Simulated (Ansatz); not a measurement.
# HfSc3: the cost of one run

Method: DFT PBE, scalar-relativistic, plane waves, PAW, in Ansatz 0.2.0.

**1. The system as given**

It takes space group I4/mmm (No. 139, tetragonal). The conventional cell has a = 4.115 Å, b = 4.115 Å, c = 9.192 Å, α = 90.00°, β = 90.00°, γ = 90.00°. Hf (site symmetry 4/mmm) has 12 Sc at 2.91 to 3.08 Å as nearest neighbours. Sc (site symmetry 4/mmm) has 4 Hf at 2.91 Å and 8 Sc at 3.08 Å as nearest neighbours. Sc (site symmetry -4m2) is surrounded by 8 Sc at 2.91 to 3.08 Å and 4 Hf at 3.08 Å.

Structure file:

```
CELL_PARAMETERS angstrom
-2.05742 2.05742 4.59580
2.05742 -2.05742 4.59580
2.05742 2.05742 -4.59580
ATOMIC_POSITIONS crystal
Hf 0.00000 0.00000 0.00000
Sc 0.50000 0.50000 0.00000
Sc 0.25000 0.75000 0.50000
Sc 0.75000 0.25000 0.50000
```

(A quick probe on a coarse mesh, which set the mesh and smearing, is not shown.)

**3. Rough relaxation on the coarse mesh**

The input, input.yaml:

```yaml
crystal:
  lattice:
    - [-2.0574217407, 2.0574217407, 4.5957992129]
    - [2.0574217407, -2.0574217407, 4.5957992129]
    - [2.0574217407, 2.0574217407, -4.5957992129]
  atoms:
    - { symbol: Hf, position: [0.0, 0.0, 0.0] }
    - { symbol: Sc, position: [0.5, 0.5, 0.0] }
    - { symbol: Sc, position: [0.25, 0.75, 0.5] }
    - { symbol: Sc, position: [0.75, 0.25, 0.5] }
basis:
  ecutwfc: 420
kpoints:
  mp_grid: { grid: [6, 6, 6] }
hamiltonian:
  xc: pbe
scf:
  occupations: { method: gaussian, width: 0.1 }
  lower_state_search: "off"
output:
  forces: true
  stress: true
  eigenvalues: true
relax:
  adjacent_minimum: "off"
  f_tol: 0.04
  max_steps: 70
  cell: { stress_tol: 0.4 }
```

The run is started by

```console
$ ansatz run input.yaml --threads 1 --pin off --max-ram 2560MiB --backend cpu --events-out ev --progress --plain --runs-dir out
```

What time and memory should one allow on 1 thread of Arm Neoverse V2, shared host?

About 39 s, with a peak of 0.43 GiB.
